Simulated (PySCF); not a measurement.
# CH3Cl3SSi: the cost of one run

The runs use PySCF 2.14.0, with density-fitted response routines of our own; the level of theory stands in each step. All values are computed, except where a source is named. Atoms count from 0, in the outputs and in this text.

## 1. Starting geometry

9 atoms, charge 0, multiplicity 1; geometry from: GFN2-xTB. The atoms were then displaced at random by about 0.01 Å, so the start is not that level's minimum.

Bonds of the start (Å): S0–Si1 2.15, Si1–C2 1.96, C2–Cl3 1.73, C2–Cl4 1.78, C2–Cl5 1.78, S0–H6 1.32, Si1–H7 1.44, Si1–H8 1.47.

## 2. Relaxing the molecule at PBE0-D3(BJ)/def2-SVP

Job settings and geometry (Å):

```
{"job": {"xc": "PBE0", "basis": "def2-SVP", "d3": "d3bj", "grid": 1, "shake": 0.01, "kind": "geom"}, "charge": 0, "multiplicity": 1}
S      2.306760    -0.177680    -0.405860
Si     0.581120     0.197730     0.818400
C     -1.020280     0.010140    -0.289630
Cl    -2.399150     0.223020     0.740400
Cl    -1.078370    -1.607930    -1.038440
Cl    -1.042430     1.240760    -1.570940
H      1.653950    -0.684980    -1.440420
H      0.464060    -0.803330     1.853040
H      0.592160     1.585130     1.299720
```

Run with:

```bash
OMP_NUM_THREADS=1 python probes_run.py task.json out
```

The driver reads the jobs from task.json and runs them one after another.

**Question.** How long does this first job take on 1 thread of Arm Neoverse N1, shared host?

About 1.7 min.
